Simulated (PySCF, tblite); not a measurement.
# C6H9Cl: a rotation path, then NMR shifts on frames

Aim: move C6H9Cl (`CCC1=C[C@H](Cl)C1`) away from its starting geometry and see how NMR shifts follow the geometry.

Programs: tblite 0.8.0 and PySCF 2.14.0, with density-fitted response routines of our own. Each step states its level of theory. These are calculated values for one molecule in the gas phase, unless marked as measured. Atoms count from 0, in the outputs and in this text.

### 1 Starting geometry

16 atoms, charge 0, multiplicity 1; geometry from: GFN2-xTB.

Bonds of the start (Å): C0–C1 1.53, C1–C2 1.48, C2–C3 1.33, C3–C4 1.50, C4–Cl5 1.78, C4–C6 1.55, C6–C2 1.51, C0–H7 1.09, C0–H8 1.09, C0–H9 1.09, C1–H10 1.09, C1–H11 1.09, C3–H12 1.07, C4–H13 1.09, C6–H14 1.09, C6–H15 1.09.

### 2 A band between two rotamers with GFN2-xTB

The job: settings as JSON, then the geometry in Å.

```
{"job": {"kind": "neb", "xc": "GFN2-xTB", "basis": "xTB", "atoms": [0, 1, 2, 6], "turn": 120}, "charge": 0, "multiplicity": 1}
C      2.103843     0.057742     0.667444
C      1.317504    -0.468039    -0.535322
C     -0.118248    -0.110352    -0.434955
C     -0.976732     0.596171    -1.173847
C     -2.140275     0.322048    -0.271368
Cl    -2.858812     1.755422     0.509198
C     -1.145944    -0.466074     0.616115
H      3.161087    -0.169045     0.554175
H      1.987529     1.135653     0.751829
H      1.747340    -0.402491     1.585652
H      1.725548    -0.051968    -1.458580
H      1.414861    -1.557075    -0.576677
H     -0.908965     1.163144    -2.082650
H     -2.966164    -0.251228    -0.691678
H     -0.982021    -0.018835     1.593796
H     -1.368149    -1.526129     0.730697
```

Level: GFN2-xTB climbing-image nudged elastic band, gas phase.

Launch:

```console
$ OMP_NUM_THREADS=1 python probes_run.py task.json out
```

The driver reads the jobs from task.json and runs them one after another.

The log of the run:

```text
image   E - E0 / eV
  0      -0.0000
  1       0.0032
  2       0.0135
  3       0.0269
  4       0.0342
  5       0.0297
  6       0.0182
  7       0.0079
  8       0.0013
```

Run time: 2.5 s. Hardware: 1 thread of Intel Xeon Platinum 8375C at 2.90GHz, shared host; peak memory 0.18 GiB.

The final band, with the dihedral C0–C1–C2–C6:

| image | dihedral (°) | energy (eV) | energy (kcal/mol) |
| --- | --- | --- | --- |
| 0 | -60 | 0.000 | 0.0 |
| 1 | -46 | 0.003 | 0.1 |
| 2 | -32 | 0.014 | 0.3 |
| 3 | -17 | 0.027 | 0.6 |
| 4 | -2 | 0.034 | 0.8 |
| 5 | 13 | 0.030 | 0.7 |
| 6 | 27 | 0.018 | 0.4 |
| 7 | 43 | 0.008 | 0.2 |
| 8 | 59 | 0.001 | 0.0 |

### 3 Nuclear shieldings: image 0, PBE0/pcSseg-1

The job: settings as JSON, then the geometry in Å.

```
{"job": {"kind": "nmr", "xc": "PBE0", "basis": "pcSseg-1", "pop": false}, "charge": 0, "multiplicity": 1}
C      2.103800     0.057700     0.667400
C      1.317500    -0.468000    -0.535300
C     -0.118200    -0.110400    -0.435000
C     -0.976700     0.596200    -1.173800
C     -2.140300     0.322000    -0.271400
Cl    -2.858800     1.755400     0.509200
C     -1.145900    -0.466100     0.616100
H      3.161100    -0.169000     0.554200
H      1.987500     1.135700     0.751800
H      1.747300    -0.402500     1.585700
H      1.725500    -0.052000    -1.458600
H      1.414900    -1.557100    -0.576700
H     -0.909000     1.163100    -2.082600
H     -2.966200    -0.251200    -0.691700
H     -0.982000    -0.018800     1.593800
H     -1.368100    -1.526100     0.730700
```

With the program's defaults for keys left out, this is: GIAO PBE0/pcSseg-1 NMR shielding, non-relativistic, gas phase.

The log of the run:

```text
coarse grid: 13720 points
cycle   1  E = -693.6418753407  dE =  8.987e-01  |g| = 3.816e-01  |ddm| = 3.593e+00
cycle   2  E = -693.6435044521  dE = -1.629e-03  |g| = 3.953e-01  |ddm| = 7.592e-01
cycle   3  E = -693.6817100766  dE = -3.821e-02  |g| = 4.610e-02  |ddm| = 3.721e-01
cycle   4  E = -693.6820199319  dE = -3.099e-04  |g| = 3.040e-02  |ddm| = 7.656e-02
cycle   5  E = -693.6822281916  dE = -2.083e-04  |g| = 9.065e-03  |ddm| = 3.391e-02
cycle   6  E = -693.6822474240  dE = -1.923e-05  |g| = 2.089e-03  |ddm| = 9.859e-03
cycle   7  E = -693.6822482701  dE = -8.462e-07  |g| = 8.011e-04  |ddm| = 2.505e-03
final grid: 127344 points
cycle   8  E = -693.7244058751  dE = -3.863e-05  |g| = 8.644e-03  |ddm| = 3.486e-02
cycle   9  E = -693.7243967032  dE =  9.172e-06  |g| = 1.039e-02  |ddm| = 1.856e-02
cycle  10  E = -693.7244246461  dE = -2.794e-05  |g| = 1.368e-03  |ddm| = 1.104e-02
cycle  11  E = -693.7244250235  dE = -3.774e-07  |g| = 3.969e-04  |ddm| = 1.531e-03
cycle  12  E = -693.7244250588  dE = -3.533e-08  |g| = 1.123e-04  |ddm| = 4.150e-04
cycle  13  E = -693.7244250616  dE = -2.811e-09  |g| = 3.343e-05  |ddm| = 1.360e-04
cycle  14  E = -693.7244250619  dE = -2.694e-10  |g| = 6.166e-06  |ddm| = 3.513e-05
converged SCF energy = -693.7244250619

GIAO shielding tensors (ppm)
atom      isotropic    diamagn.    paramagn.     s11        s22        s33       span
  0 C      172.258     246.754     -74.495    162.956    168.326    185.493     22.537
  1 C      158.091     244.451     -86.359    144.114    158.809    171.351     27.237
  2 C       23.833     258.204    -234.372   -100.366     28.497    143.367    243.732
  3 C       47.819     249.691    -201.873    -46.661     56.727    133.391    180.052
  4 C      129.988     254.079    -124.091     99.805    127.100    163.058     63.253
  5 Cl     790.764    1145.978    -355.214    621.497    691.815   1058.980    437.483
  6 C      141.776     246.071    -104.296    122.359    141.661    161.307     38.948
  7 H       30.464      27.744       2.720     26.068     27.599     37.724     11.656
  8 H       30.745      29.513       1.233     26.872     29.208     36.156      9.285
  9 H       30.502      29.853       0.649     26.381     29.592     35.533      9.152
 10 H       29.373      29.840      -0.467     25.079     28.793     34.246      9.167
 11 H       29.677      29.399       0.277     25.461     28.154     35.415      9.955
 12 H       25.694      33.273      -7.579     23.859     25.872     27.352      3.492
 13 H       27.051      29.801      -2.750     21.404     26.773     32.976     11.572
 14 H       29.049      29.313      -0.264     25.853     29.569     31.726      5.873
 15 H       28.825      29.796      -0.971     25.601     27.642     33.232      7.631
```

Run time: 30 s. Hardware: 1 thread of Intel Xeon Platinum 8375C at 2.90GHz, shared host; peak memory 0.77 GiB.

Shifts follow as δ = σ(reference) − σ, with reference shieldings (ppm) from runs at the same level and on the same kind of geometry: 1H TMS 31.72, 13C TMS 186.9, 35Cl HCl 950. The references are single molecules in the gas phase. Each atom is listed at this fixed geometry, with no averaging over motion; a spectrum would average atoms that exchange fast.

| atoms | environment | σ (ppm) | δ (ppm) |
| --- | --- | --- | --- |
| C2 | fully substituted alkene carbon | 23.8 | 163.1 |
| C3 | alkene CH | 47.8 | 139.1 |
| C4 | allylic sp3 CH bonded to Cl | 130.0 | 56.9 |
| C6 | allylic sp3 CH2 | 141.8 | 45.1 |
| C1 | allylic sp3 CH2 | 158.1 | 28.8 |
| C0 | methyl carbon | 172.3 | 14.7 |
| H12 | hydrogen on an alkene CH | 25.69 | 6.02 |
| H13 | hydrogen on an allylic sp3 CH bonded to Cl | 27.05 | 4.67 |
| H15 | hydrogen on an allylic sp3 CH2 | 28.82 | 2.89 |
| H14 | hydrogen on an allylic sp3 CH2 | 29.05 | 2.67 |
| H10 | hydrogen on an allylic sp3 CH2 | 29.37 | 2.34 |
| H11 | hydrogen on an allylic sp3 CH2 | 29.68 | 2.04 |
| H7 | hydrogen on a methyl carbon | 30.46 | 1.25 |
| H9 | hydrogen on a methyl carbon | 30.50 | 1.21 |
| H8 | hydrogen on a methyl carbon | 30.75 | 0.97 |
| Cl5 | chlorine bonded to C | 791 | 159 |

Ring of atoms C2, C3, C4, C6: NICS(0) -0.2, NICS(1) -2.7, NICS(1)zz 0.8 ppm (means of both faces).

### 4 Shielding tensors: image 2, PBE0/pcSseg-1

The job: settings as JSON, then the geometry in Å.

```
{"job": {"kind": "nmr", "xc": "PBE0", "basis": "pcSseg-1", "pop": false}, "charge": 0, "multiplicity": 1}
C      2.063900    -0.146500     0.737700
C      1.344400    -0.308100    -0.599500
C     -0.108000    -0.029400    -0.472800
C     -1.056800     0.462600    -1.272700
C     -2.148400     0.276300    -0.264800
Cl    -2.964000     1.763700     0.286000
C     -1.048800    -0.248500     0.690200
H      3.132600    -0.307800     0.620000
H      1.906700     0.854400     1.134300
H      1.682600    -0.867100     1.458100
H      1.772300     0.360900    -1.350000
H      1.482600    -1.333500    -0.958700
H     -1.080300     0.845400    -2.274500
H     -2.934700    -0.432800    -0.522500
H     -0.872100     0.395700     1.548700
H     -1.179500    -1.276300     1.024300
```

Method: GIAO PBE0/pcSseg-1 NMR shielding, non-relativistic, gas phase.

The log of the run:

```text
coarse grid: 13720 points
cycle   1  E = -693.6406497316  dE =  9.033e-01  |g| = 3.831e-01  |ddm| = 3.601e+00
cycle   2  E = -693.6427201045  dE = -2.070e-03  |g| = 3.949e-01  |ddm| = 7.594e-01
cycle   3  E = -693.6808668754  dE = -3.815e-02  |g| = 4.294e-02  |ddm| = 3.700e-01
cycle   4  E = -693.6811453868  dE = -2.785e-04  |g| = 2.760e-02  |ddm| = 7.232e-02
cycle   5  E = -693.6813135842  dE = -1.682e-04  |g| = 8.847e-03  |ddm| = 3.173e-02
cycle   6  E = -693.6813317945  dE = -1.821e-05  |g| = 2.199e-03  |ddm| = 9.703e-03
cycle   7  E = -693.6813327604  dE = -9.659e-07  |g| = 7.958e-04  |ddm| = 2.555e-03
final grid: 127344 points
cycle   8  E = -693.7233700267  dE = -4.119e-05  |g| = 8.404e-03  |ddm| = 3.589e-02
cycle   9  E = -693.7233618423  dE =  8.184e-06  |g| = 1.001e-02  |ddm| = 1.807e-02
cycle  10  E = -693.7233876660  dE = -2.582e-05  |g| = 1.340e-03  |ddm| = 1.065e-02
cycle  11  E = -693.7233880315  dE = -3.655e-07  |g| = 3.879e-04  |ddm| = 1.525e-03
cycle  12  E = -693.7233880650  dE = -3.349e-08  |g| = 1.150e-04  |ddm| = 4.048e-04
cycle  13  E = -693.7233880679  dE = -2.943e-09  |g| = 3.372e-05  |ddm| = 1.400e-04
cycle  14  E = -693.7233880682  dE = -2.758e-10  |g| = 6.377e-06  |ddm| = 3.506e-05
converged SCF energy = -693.7233880682

GIAO shielding tensors (ppm)
atom      isotropic    diamagn.    paramagn.     s11        s22        s33       span
  0 C      173.579     247.252     -73.673    165.451    170.680    184.608     19.157
  1 C      160.300     244.349     -84.049    149.241    157.985    173.672     24.431
  2 C       24.784     258.279    -233.496    -96.015     30.704    139.662    235.677
  3 C       47.550     249.625    -202.075    -48.745     56.844    134.551    183.296
  4 C      130.111     253.425    -123.315     99.176    127.511    163.645     64.469
  5 Cl     790.680    1145.820    -355.140    619.527    692.917   1059.596    440.069
  6 C      141.624     245.687    -104.064    120.095    143.964    160.812     40.716
  7 H       30.536      27.693       2.842     25.977     27.750     37.880     11.903
  8 H       30.668      29.781       0.886     26.712     29.223     36.068      9.356
  9 H       30.611      30.074       0.537     26.533     29.631     35.670      9.137
 10 H       29.300      29.538      -0.238     24.973     28.823     34.104      9.131
 11 H       29.481      29.135       0.346     24.755     28.280     35.409     10.654
 12 H       25.719      33.253      -7.534     23.838     25.965     27.353      3.515
 13 H       27.070      29.711      -2.642     21.427     26.828     32.954     11.527
 14 H       29.091      29.330      -0.240     25.525     30.077     31.670      6.144
 15 H       28.726      29.953      -1.226     25.306     28.064     32.808      7.502
```

Run time: 25 s. Hardware: 1 thread of Intel Xeon Platinum 8375C at 2.90GHz, shared host; peak memory 0.81 GiB.

In short: δ C2 162.1, C3 139.4, C4 56.8, C6 45.3, H12 6.00, H13 4.65 ppm.

(Part 1 of 2 ends here.)
